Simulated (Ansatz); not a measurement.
**CoH+ (quartet): wave-function methods side by side, def2-SVP**

One table from this session's results is given with a row withheld; the runs are named, their logs left out.

The runs use Ansatz 0.2.0, Gaussian basis; def2-SVP, core rule «outside noble gas», up to 9 orbitals frozen.

The runs, in order: UHF; CCSD(T) on ROHF; CCSD(T) on UHF; CISD; CCSDT(Q) on ROHF; CCSDT(Q) on UHF; CASSCF and MRCISD+Q, 9 electrons in 7 orbitals; CASSCF and NEVPT2, 9 electrons in 7 orbitals.

17 further runs of the same task are left out: 2 for a known fault of the program, 4 that didn't finish, 11 set aside as unsound or not needed.

### The system

The geometry is a PBE0/def2-TZVP stationary point (not a proven minimum) of the parent state, kept for this charge and spin.

2 atoms, charge 1, spin multiplicity 4.

Atoms are counted from 1 here; the program's logs count them from 0.

Bond lengths: Co1–H2 1.524 Å.

Set-up of the first run:

Input file in.yaml:

```yaml
crystal:
  periodic: [false, false, false]
  atoms:
    - {symbol: Co, position_ang: [0.000000, 0.000000, 0.000000]}
    - {symbol: H, position_ang: [0.000000, 0.000000, 1.524200]}
basis:
  gaussian: {orbitals: def2-SVP}
total_charge: 1
magnetization: {spin_polarized: true, initial_magnetization: 3}
hamiltonian: {xc: hf}
output: {orbitals: {seedname: orbitals}}
```

On the command line:

```console
> ansatz run in.yaml --threads 1 --pin off --events-out ev --progress --plain --max-ram 2393MiB
```

Among the steps run: UHF; CCSD(T) on ROHF; CCSD(T) on UHF; CISD; CCSDT(Q) on ROHF; CCSDT(Q) on UHF; CASSCF and MRCISD+Q, 9 electrons in 7 orbitals; CASSCF and NEVPT2, 9 electrons in 7 orbitals.

One table of the session follows, with a row left open; its other results are not shown here.

```
          method  from RCCSDT(Q) (kJ/mol)
            ROHF                   +453.0
             UHF                   +427.8
            RMP2                    +56.2
            UMP2                    +43.8
            CISD                    +32.5
           RCCSD                    +10.8
           UCCSD                     +3.6
        RCCSD(T)                     +1.3
        UCCSD(T)                     -6.5
          RCCSDT                     +0.1
          UCCSDT                     -8.0
       RCCSDT(Q)                        0
       UCCSDT(Q)                     -8.0
  CASSCF valence                   +391.3
  NEVPT2 valence                    +73.7
  MRCISD valence                        ?
MRCISD+Q valence                    +19.1
```

Estimate the missing values for MRCISD valence.

The run gave: from RCCSDT(Q) (kJ/mol): +30.7. In the column «from RCCSDT(Q) (kJ/mol)» it lies between MRCISD+Q valence (+19.1) and CISD (+32.5).

Limits of these values: Restricted and unrestricted rows rest on different reference determinants; where their highest levels disagree by more than a few hundredths of an eV, they describe different states and don't form one ladder.
